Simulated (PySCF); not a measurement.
# F2H2SeSi: the cost of one run

Method: levels as typed in each script, gas phase, geometry from GFN2-xTB; program: PySCF 2.14.0.

## Step 1: The system as given

SMILES `F[SiH](F)[SeH]`, 6 atoms, charge 0, spin multiplicity 1.

Bond lengths: F1–Si2 1.594 Å, Si2–F3 1.594 Å, Si2–Se4 2.245 Å, Si2–H5 1.436 Å, Se4–H6 1.439 Å. Angles: F1–Si2–F3 100.5°, F1–Si2–Se4 110.6°, F1–Si2–H5 110.1°, F3–Si2–Se4 110.6°, F3–Si2–H5 110.1°, Se4–Si2–H5 114.1°, Si2–Se4–H6 95.2°.

Coordinates:

```xyz
6

F     1.6500    1.2249    0.3246
Si    0.9410    0.0004   -0.4086
F     1.6495   -1.2256    0.3235
Se   -1.2652    0.0001    0.0074
H     1.2735    0.0011   -1.8053
H    -1.1266   -0.0038    1.4399
```

## Step 2: Localised orbitals (wB97X/def2-svp)

File input.py:

```python
import numpy as np
from pyscf import gto, scf, dft, lo
from pyscf.data.elements import chemcore

def solve(mol, dm0=None, hcore=None):
    mf = (dft.UKS if mol.spin else dft.RKS)(mol, xc='wb97x')
    mf.grids.level = 3
    mf = mf.density_fit(auxbasis='def2-universal-jkfit')
    mf.conv_tol, mf.max_cycle = 1e-8, 80
    if hcore is not None:
        mf.get_hcore = lambda *args: hcore
    mf.kernel(dm0)
    if not mf.converged:
        mf = mf.newton().run(mf.mo_coeff, mf.mo_occ, max_cycle=30)
    assert mf.converged, 'SCF not converged'
    return mf

mol = gto.M(atom='''
F      1.64995     1.22489     0.32457
Si     0.94098     0.00036    -0.40857
F      1.64952    -1.22557     0.32354
Se    -1.26517     0.00011     0.00742
H      1.27350     0.00106    -1.80526
H     -1.12660    -0.00383     1.43990
''', basis='def2-svp', charge=0, spin=0, verbose=4)
mf = solve(mol)
occ_all = mf.mo_coeff[:, mf.mo_occ > 0]
occ = occ_all[:, chemcore(mol):]
loc = lo.ibo.ibo(mol, occ, iaos=lo.iao.iao(mol, occ_all))
fock, s = mf.get_fock(), mf.get_ovlp()
ortho = lo.orth_ao(mol, 'meta_lowdin')
ortho = lo.vec_lowdin(lo.iao.iao(mol, occ_all), s)
labels = lo.iao.reference_mol(mol).ao_labels(fmt=None)
vir = lo.vvo.livvo(mol, occ_all, mf.mo_coeff[:, mf.mo_occ == 0])
both = np.hstack([loc, vir])
p = (ortho.T @ s @ both) ** 2
pop = np.array([p[[l[0] == a for l in labels]].sum(0) for a in range(mol.natm)])
spd = np.array([[p[[l[0] == a and l[2][-1] == k for l in labels]].sum(0) for k in 'spd'] for a in range(mol.natm)])
eps = np.einsum('pi,pq,qi->i', both, fock, both)
for i in np.argsort(eps):
    top = np.argsort(-pop[:, i])[:3]
    print('%3d %s %9.4f Eh ' % (i + 1, 'occ' if i < loc.shape[1] else 'vir', eps[i]), '  '.join('%s%d %.3f' % (mol.atom_symbol(a), a + 1, pop[a, i]) for a in top))
np.savez('result.npz', c=both, nocc=loc.shape[1], pop=pop, spd=spd, eps=eps, e=mf.e_tot)
```

Command:

```console
$ OMP_NUM_THREADS=1 python input.py
```

**Question.** How long does this run take on 1 thread of Intel Xeon Platinum 8259CL at 2.50GHz (Skylake/Cascade Lake), shared host, and how much memory does it need?

About 9.6 s, with a peak of 0.4 GiB.
